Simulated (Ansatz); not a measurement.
# Si2H3OF (SMILES F[Si]O[SiH3]) at 4 levels

Wanted: a comparison of 4 runs (HF/def2-SVPD, B3LYP/def2-SVPD, r2SCAN/def2-SVPD, CCSD/def2-SVPD) of Si2H3OF. 

The results are computed with Ansatz 0.2.0.

57 further runs of the same task are left out: 57 set aside as unsound or not needed.

## (1) Starting point

Si2H3OF has 7 atoms, charge 0, and is taken as a singlet. SMILES: `F[Si]O[SiH3]`. The F1–Si2 distance was set to 2.426 Å, away from the relaxed value. At this shape a bond of the SMILES string is far longer than usual.

Bond lengths: Si2–O3 1.630 Å, O3–Si4 1.657 Å, Si4–H5 1.482 Å, Si4–H6 1.483 Å, Si4–H7 1.483 Å. Angles: Si2–O3–Si4 146.4°, O3–Si4–H5 107.7°, O3–Si4–H6 109.7°, O3–Si4–H7 109.7°, H5–Si4–H6 109.9°, H5–Si4–H7 109.9°, H6–Si4–H7 109.9°. A long bond or contact: F1–Si2 2.426 Å.

## (2) The energy at HF/def2-SVPD (run 1)

File job.yaml:

```yaml
crystal:
  periodic: [false, false, false]
  atoms:
    - symbol: F
      position_ang: [1.173333, -1.661490, 2.192336]
    - symbol: Si
      position_ang: [-0.428700, -2.165500, 0.441500]
    - symbol: O
      position_ang: [-0.538300, -0.736500, -0.334600]
    - symbol: Si
      position_ang: [-0.025600, 0.837100, -0.406700]
    - symbol: H
      position_ang: [-0.705100, 1.480700, -1.555500]
    - symbol: H
      position_ang: [-0.385700, 1.537800, 0.850000]
    - symbol: H
      position_ang: [1.444000, 0.875800, -0.603300]
basis:
  gaussian: {orbitals: def2-SVPD}
total_charge: 0
magnetization: {spin_polarized: false, initial_magnetization: 0}
hamiltonian: {xc: hf}
accuracy: high
output: {orbitals: {seedname: orbitals}}
```

The run is started by

```sh
$ ansatz run job.yaml --threads 1 --pin off --max-ram 3480MiB --events-out events.jsonl --progress --plain --runs-dir runs
```

The log of the run:

```text
Warning: RAYON_NUM_THREADS=1 ignored (pool sized by the plan → 1); use --threads N
Functional definition: HF
  name "HF"
  exchange = exact_x
  correlation = 0
2293 factors; integrals over basis functions are off by at most 3.7e-9 eV
mean field evaluation 1: about -20501.7009 eV, gradient 5.0e1 eV
mean field evaluation 2: about -20501.7450 eV, gradient 5.0e1 eV
mean field evaluation 4: about -20506.9612 eV, gradient 3.5e0 eV
mean field evaluation 8: about -20507.0345 eV, gradient 4.7e-1 eV
mean field evaluation 16: about -20507.0362 eV, gradient 1.8e-8 eV
mean field -20507.03617383 eV, -753.6196792199 hartree, gradient 1.7e-8 eV, S^2 0.000000; 0 other end points of the search recorded, 0 dependent functions left out
reference -20507.03617383 eV, -753.6196792199 hartree; 24, 24 occupied and 94, 94 virtual orbitals, 2293 factors
Total energy: -20507.03617383 eV, -753.6196792199 hartree
```

Wall time 4.8 s (1 thread of Arm Neoverse V2, shared host); peak memory 0.37 GiB.

## (3) The energy at B3LYP/def2-SVPD (run 2)

File molecule.yaml:

```yaml
basis:
  gaussian:
    orbitals: def2-SVPD
crystal:
  periodic: [false, false, false]
  atoms:
    - {symbol: F, position_ang: [1.173333, -1.661490, 2.192336]}
    - {symbol: Si, position_ang: [-0.428700, -2.165500, 0.441500]}
    - {symbol: O, position_ang: [-0.538300, -0.736500, -0.334600]}
    - {symbol: Si, position_ang: [-0.025600, 0.837100, -0.406700]}
    - {symbol: H, position_ang: [-0.705100, 1.480700, -1.555500]}
    - {symbol: H, position_ang: [-0.385700, 1.537800, 0.850000]}
    - {symbol: H, position_ang: [1.444000, 0.875800, -0.603300]}
hamiltonian:
  xc: {name: B3LYP}
accuracy: high
output: {orbitals: {seedname: orbitals}}
```

The run is started by

```sh
$ ansatz run molecule.yaml --threads 1 --pin off --max-ram 3480MiB --events-out events.jsonl --progress --plain --runs-dir runs
```

The log of the run:

```text
Warning: RAYON_NUM_THREADS=1 ignored (pool sized by the plan → 1); use --threads N
Functional definition: B3LYP
  name "B3LYP"
  parameter a0 = 0.2
  parameter ax = 0.72
  parameter ac = 0.81
  exchange = (1 - a0 - ax)*slater_x + ax*b88_x + a0*exact_x
  correlation = (1 - ac)*vwn_rpa_c + ac*lyp_c
2293 factors; integrals over basis functions are off by at most 3.7e-9 eV
mean field evaluation 1: about -20551.7346 eV, gradient 7.2e1 eV
mean field evaluation 2: about -20319.4840 eV, gradient 2.6e2 eV
mean field evaluation 4: about -20560.8371 eV, gradient 1.8e1 eV
mean field evaluation 8: about -20561.3487 eV, gradient 3.3e-1 eV
mean field evaluation 16: about -20561.4094 eV, gradient 2.2e-4 eV
mean field -20561.40939593 eV, -755.6178582766 hartree, gradient 2.1e-8 eV, S^2 0.000000; 0 other end points of the search recorded, 0 dependent functions left out
reference -20561.40943917 eV, -755.6178598656 hartree; 24, 24 occupied and 94, 94 virtual orbitals, 2293 factors
Total energy: -20561.40943917 eV, -755.6178598656 hartree
```

It took 11 s on 1 thread of Arm Neoverse V2, shared host; peak memory 0.43 GiB.

Run 3 isn't shown in full; the table further down has it.

## (4) The energy at CCSD/def2-SVPD (run 4)

File job.yaml:

```yaml
crystal:
  periodic: [false, false, false]
  atoms:
    - {symbol: F, position_ang: [1.173333, -1.661490, 2.192336]}
    - {symbol: Si, position_ang: [-0.428700, -2.165500, 0.441500]}
    - {symbol: O, position_ang: [-0.538300, -0.736500, -0.334600]}
    - {symbol: Si, position_ang: [-0.025600, 0.837100, -0.406700]}
    - {symbol: H, position_ang: [-0.705100, 1.480700, -1.555500]}
    - {symbol: H, position_ang: [-0.385700, 1.537800, 0.850000]}
    - {symbol: H, position_ang: [1.444000, 0.875800, -0.603300]}
basis:
  gaussian:
    orbitals: def2-SVPD
correlation:
  method: ccsd
  frozen_orbitals: {F: 1, H: 0, O: 1, Si: 5}
accuracy: high
scf:
  omitted_lower_state_checks: [cluster_reference, increment]
```

The run is started by

```sh
$ ansatz run job.yaml --threads 1 --pin off --max-ram 3480MiB --events-out events.jsonl --progress --plain --runs-dir runs
```

The log of the run:

```text
Warning: RAYON_NUM_THREADS=1 ignored (pool sized by the plan → 1); use --threads N
[... 12 lines left out ...]
12 core orbitals not correlated: weight in the atoms' cores, before any rotation towards them, 1.000 or more for the frozen orbitals, at most 0.000 for the correlated occupied ones
[... 28 lines left out ...]
Total energy: -20523.96160406 eV, -754.2416773082 hartree
Checks for a lower state left out: cluster_reference, increment
```

It took 32 s on 1 thread of Arm Neoverse V2, shared host; peak memory 1 GiB.

## (5) The series

```
run             level  frozen core orbitals  energy (Eh)  HOMO energy (eV)  LUMO energy (eV)  HOMO–LUMO gap (eV)  wall time
  1      HF/def2-SVPD                     –  -753.619679            -11.78             -0.12               11.66      4.8 s
  2   B3LYP/def2-SVPD                     –  -755.617860             -7.94             -3.39                4.55       11 s
  3  r2SCAN/def2-SVPD                     –  -755.433267             -6.86             -3.88                2.98       15 s
  4    CCSD/def2-SVPD                    12  -754.241677                 –                 –                   –       32 s
```

## (6) Summary of results

| quantity | value |
| --- | --- |
| run 4: total energy | -754.24168 Eh |
| run 4: correlation energy (12 core orbitals frozen) | -622.0 mEh |
| run 4: T1 diagnostic | 0.023 |

**Reading.** Over runs 1, 2, 3 the HOMO–LUMO gap runs from 2.98 eV (r2SCAN/def2-SVPD) to 11.66 eV (HF/def2-SVPD). Exact exchange widens orbital gaps. Totals of different functionals can't be ranked against each other. All runs together took 63 s, the longest 32 s.
